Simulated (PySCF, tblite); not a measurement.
# C6H11BrSi2: geometry, infrared bands and NMR shifts

What infrared bands and NMR shifts should C6H11BrSi2 (`C#CC[C@@H]1CC[SiH2][Si@H]1Br`) show?

The runs use tblite 0.8.0 and PySCF 2.14.0, with density-fitted response routines of our own; the level of theory stands in each step. All values are computed, except where a source is named. Atoms count from 0, in the outputs and in this text.

### Step 1. The molecule as given

20 atoms, charge 0, multiplicity 1; geometry from: force field or distance geometry start.

Bonds of the start (Å): C0–C1 1.21, C1–C2 1.44, C2–C3 1.49, C3–C4 1.48, C4–C5 1.53, C5–Si6 1.88, Si6–Si7 2.28, Si7–Br8 2.21, Si7–C3 1.90, C0–H9 1.07, C2–H10 1.12, C2–H11 1.12, C3–H12 1.13, C4–H13 1.13, C4–H14 1.11, C5–H15 1.09, C5–H16 1.10, Si6–H17 1.44, Si6–H18 1.47, Si7–H19 1.46.

### Step 2. Optimising the geometry with GFN2-xTB

What the job is given:

```
{"job": {"kind": "relax", "xc": "GFN2-xTB", "basis": "xTB"}, "charge": 0, "multiplicity": 1}
C      3.327600    -0.134900     0.764800
C      2.313300    -0.798400     0.712900
C      1.131400    -1.627100     0.672500
C     -0.066100    -0.878800     0.194000
C     -0.001400    -0.284500    -1.158900
C     -1.409600     0.114700    -1.604000
Si    -2.051800     1.291100    -0.280200
Si    -0.450700     0.672100     1.215500
Br    -1.249400     0.226300     3.231800
H      4.217500     0.455500     0.796700
H      0.944500    -1.984000     1.718900
H      1.277800    -2.539000     0.044100
H     -0.977300    -1.540300     0.264400
H      0.625400     0.655600    -1.193200
H      0.443300    -1.011800    -1.866000
H     -1.998800    -0.800700    -1.645000
H     -1.396000     0.609500    -2.591900
H     -1.957900     2.676900    -0.641400
H     -3.378100     0.863000     0.187000
H      0.651100     1.635800     1.174900
```

Launch:

```sh
$ OMP_NUM_THREADS=1 python probes_run.py task.json out
```

The driver reads the jobs from task.json and runs them one after another.

**Question.** This job is followed by: GFN2-xTB harmonic vibrations, gas phase; GIAO PBE0/pcSseg-1 NMR shielding, non-relativistic, gas phase. What will the session give for the following? strongest single infrared mode (GFN2-xTB); zero-point energy (GFN2-xTB); ¹³C shifts against TMS (PBE0/pcSseg-1); ¹H shifts against TMS (PBE0/pcSseg-1); ²⁹Si shifts against TMS (PBE0/pcSseg-1); ⁷⁹Br shifts against HBr (PBE0/pcSseg-1).

The runs gave:

```
                                 quantity                                                                 value
strongest single infrared mode (GFN2-xTB)                                                  578 cm⁻¹, 368 km/mol
             zero-point energy (GFN2-xTB)                                                         91.5 kcal/mol
   ¹³C shifts against TMS (PBE0/pcSseg-1)                                88.7, 77.6, 41.0, 33.1, 21.8, 12.7 ppm
    ¹H shifts against TMS (PBE0/pcSseg-1)  5.95, 3.98, 3.86, 3.07, 2.66, 2.06, 1.92, 1.59, 1.40, 1.31, 1.14 ppm
  ²⁹Si shifts against TMS (PBE0/pcSseg-1)                                                       11.0, -66.9 ppm
  ⁷⁹Br shifts against HBr (PBE0/pcSseg-1)                                                              -151 ppm
```

Over 107 steps the energy fell by 0.562 eV; of the close pairs, C3–C4 changed most, 1.479 to 1.531 Å. No mode is imaginary among the 54: a minimum at this level. The strongest single mode, at 578 cm⁻¹, is spread over many atoms; the largest shares are those of H19, H17. Unscaled tight-binding wavenumbers are off by several per cent, some by more. Its intensities can rank the bands wrongly. Spin-orbit coupling is left out, which matters for shieldings and couplings at and beside the heavy atoms.
